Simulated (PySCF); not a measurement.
# Cl3GdH2O (Gd(Cl)3(H2O)-): the cost of one run

Computed with PySCF 2.14.0. Level: PBE0, Gd lcecp-0-SVP with ECP54, Cl def2-SVP, O def2-SVP, H def2-SVP; scalar-relativistic core potentials, no spin–orbit coupling.

1 further run of the same task is left out (for a known fault of the program).

## 1. The starting structure

7 atoms, charge -1, spin multiplicity 1.

Bond lengths: Gd1–Cl2 2.783 Å, Gd1–Cl3 2.783 Å, Gd1–Cl4 2.783 Å, Gd1–O5 2.633 Å, O5–H6 0.970 Å, O5–H7 0.970 Å. Angles: Cl2–Gd1–Cl3 109.5°, Cl2–Gd1–Cl4 109.5°, Cl2–Gd1–O5 109.5°, Cl3–Gd1–Cl4 109.5°, Cl3–Gd1–O5 109.5°, Cl4–Gd1–O5 109.5°, Gd1–O5–H6 127.5°, Gd1–O5–H7 127.5°, H6–O5–H7 105.1°.

Coordinates:

```csv
atom,x (Å),y (Å),z (Å)
Gd1,0.0000,0.0000,0.0000
Cl2,1.6068,1.6068,1.6068
Cl3,-1.6068,-1.6068,1.6068
Cl4,1.6068,-1.6068,-1.6068
O5,-1.5199,1.5199,-1.5199
H6,-1.8605,2.4050,-1.3160
H7,-1.8605,1.3160,-2.4050
```

Formal oxidation states: Gd +2. Each metal's 8 4f electrons lie in its core potential, so multiplicities, spins and levels count the valence alone. For divalent La, Ce, Gd or Lu the extra electron is normally 5d or 6s, so this core forces an excited configuration.

## 2. SCF at the start, singlet

File run.py (the lines that set the calculation):

```python
mol = gto.M(atom='''
Gd     0.00000     0.00000     0.00000
Cl     1.60680     1.60680     1.60680
Cl    -1.60680    -1.60680     1.60680
Cl     1.60680    -1.60680    -1.60680
O     -1.51990     1.51990    -1.51990
H     -1.86050     2.40500    -1.31600
H     -1.86050     1.31600    -2.40500''',
    basis={'Gd': 'lcecp-0-SVP', 'Cl': 'def2-SVP', 'O': 'def2-SVP', 'H': 'def2-SVP'},
    ecp={'Gd': 'lcecp-0-SVP'},
    charge=-1, spin=0)
mf = dft.RKS(mol, xc='PBE0')
mf.grids.atom_grid = (50, 194)  # f atoms: unpruned, at least (60, 302)
mf = mf.density_fit()  # fitting sets: Gd AutoAux, Cl def2-universal-JKFIT, O def2-universal-JKFIT, H def2-universal-JKFIT
mf.conv_tol = 1e-08; mf.max_cycle = 55
mf.kernel(dm0)  # dm0: free metal ions and neutral atoms
```

Launch:

```
> OMP_NUM_THREADS=2 python run.py
```

**Question.** How long does this run take on 2 threads of Arm Neoverse V1, shared host, and how much memory does it need?

About 3.6 s, with a peak of 0.57 GiB.
